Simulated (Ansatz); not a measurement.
**C2H4Ge: one structure at several levels**

An exercise on one series of results from a longer session: the logs are not shown, and one member is left open.

The runs use Ansatz 0.2.0, Gaussian basis; single points in def2-TZVPP.

Correlated methods freeze the cores. Filled d shells of the heavier atoms are correlated.

**The starting structure**

SMILES `[CH]1=[CH][GeH2]1`, 7 atoms, charge 0, spin multiplicity 1.

Atoms are counted from 1 here; the program's logs count them from 0.

Bond lengths: C1–C2 1.316 Å, C1–Ge3 1.887 Å, C1–H4 1.141 Å, C2–Ge3 1.861 Å, C2–H5 1.080 Å, Ge3–H6 1.508 Å, Ge3–H7 1.513 Å. Angles: C2–C1–Ge3 68.4°, C2–C1–H4 126.2°, Ge3–C1–H4 164.7°, C1–C2–Ge3 70.5°, C1–C2–H5 141.2°, Ge3–C2–H5 145.9°, C1–Ge3–C2 41.1°, C1–Ge3–H6 111.3°, C1–Ge3–H7 114.4°, C2–Ge3–H6 121.7°, C2–Ge3–H7 129.5°, H6–Ge3–H7 108.1°.

As a file:

```xyz
7
charge 0, multiplicity 1
C    -0.7450   -0.5092   -0.1953
C     0.0545    0.1008   -1.0443
Ge    0.6641    0.3782    0.6922
H    -1.6215   -1.1890   -0.4646
H     0.3033    0.1287   -2.0951
H     0.1496    1.5130    1.5415
H     1.5138   -0.5166    1.5679
```

Set-up of the first run:

The input, run/in.yaml:

```yaml
crystal:
  periodic: [false, false, false]
  atoms:
    - {symbol: C, position_ang: [-0.745000, -0.509200, -0.195300]}
    - {symbol: C, position_ang: [0.054500, 0.100800, -1.044300]}
    - {symbol: Ge, position_ang: [0.664100, 0.378200, 0.692200]}
    - {symbol: H, position_ang: [-1.621500, -1.189000, -0.464600]}
    - {symbol: H, position_ang: [0.303300, 0.128700, -2.095100]}
    - {symbol: H, position_ang: [0.149600, 1.513000, 1.541500]}
    - {symbol: H, position_ang: [1.513800, -0.516600, 1.567900]}
basis:
  gaussian: {orbitals: def2-TZVPP}
correlation: {method: ccsd_t}
output: {forces: true}
```

No record of the launch command was kept for these runs.

Steps of the session up to this table: CCSD(T)/def2-TZVPP; PBE0-D4/def2-TZVPP; wB97M-V/def2-TZVPP; r2SCAN-D4/def2-TZVPP; PBE-D4/def2-TZVPP; BHLYP-D4/def2-TZVPP; revPBE-D4/def2-TZVPP.

One table of the session follows, with a row left open; its other results are not shown here.

| method | RMS force component (eV/Å) | angle to CCSD(T) forces (°) | dipole (D) |
| --- | --- | --- | --- |
| CCSD(T) | 1.047 | reference | 0.80 |
| PBE0-D4 | 0.871 | 15.3 | 0.78 |
| wB97M-V | 0.901 | 14.6 | 0.78 |
| r2SCAN-D4 | ? | ? | ? |
| PBE-D4 | 0.924 | 11.5 | 0.80 |
| BHLYP-D4 | 0.925 | 23.4 | 0.79 |
| revPBE-D4 | 0.973 | 10.5 | 0.80 |

Q: Estimate the row for r2SCAN-D4 from the others.

**Answer.** RMS force component (eV/Å): 0.875; angle to CCSD(T) forces (°): 13.6; dipole (D): 0.82. In the column «RMS force component (eV/Å)» it lies between PBE0-D4 (0.871) and wB97M-V (0.901).
